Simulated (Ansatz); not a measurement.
# BrGeH2: the cost of one run

Computed with Ansatz 0.2.0, Gaussian basis. Level: cc-pVTZ, core rule «outside noble gas», up to 28 orbitals frozen.

To be run: UHF; CCSD(T) on ROHF; CCSD(T) on UHF; BCCD(T) on ROHF; CCSDT(Q) on ROHF; CCSDT(Q) on UHF; CASSCF and NEVPT2, 13 electrons in 10 orbitals.

8 further runs of the same task are left out: 2 for a known fault of the program, 1 that didn't finish, 5 set aside as unsound or not needed.

## (1) The geometry

The geometry is a PBE0/def2-TZVP stationary point (not a proven minimum) of the parent state, kept for this charge and spin. No spin-orbit coupling is included. The filled d shell of Ge, Br may be among the frozen orbitals whatever the setting's name suggests; the logs give the count.

4 atoms, charge 0, spin multiplicity 6.

Atoms are counted from 1 here; the program's logs count them from 0.

Bond lengths: Ge1–Br2 2.790 Å, Ge1–H3 1.574 Å, Ge1–H4 1.646 Å. Angles: Br2–Ge1–H3 155.4°, Br2–Ge1–H4 44.3°, H3–Ge1–H4 111.1°.

## (2) UHF

The input, in.yaml:

```yaml
crystal:
  periodic: [false, false, false]
  atoms:
    - {symbol: Ge, position_ang: [-0.000002, 0.461112, 0.627548]}
    - {symbol: Br, position_ang: [-0.000001, 0.417603, -2.162594]}
    - {symbol: H, position_ang: [0.000013, -0.172647, 2.068221]}
    - {symbol: H, position_ang: [-0.000010, -0.706068, -0.533175]}
basis:
  gaussian: {orbitals: cc-pVTZ}
magnetization: {spin_polarized: true, initial_magnetization: 5}
hamiltonian: {xc: hf}
output: {orbitals: {seedname: orbitals}}
```

Launch:

```
> ansatz run in.yaml --threads 1 --pin off --events-out ev --progress --plain --max-ram 4096MiB --backend cpu
```

Q: Estimate wall time and peak memory on 1 thread of AMD EPYC 7R13, shared host.

About 37 s, with a peak of 0.31 GiB.
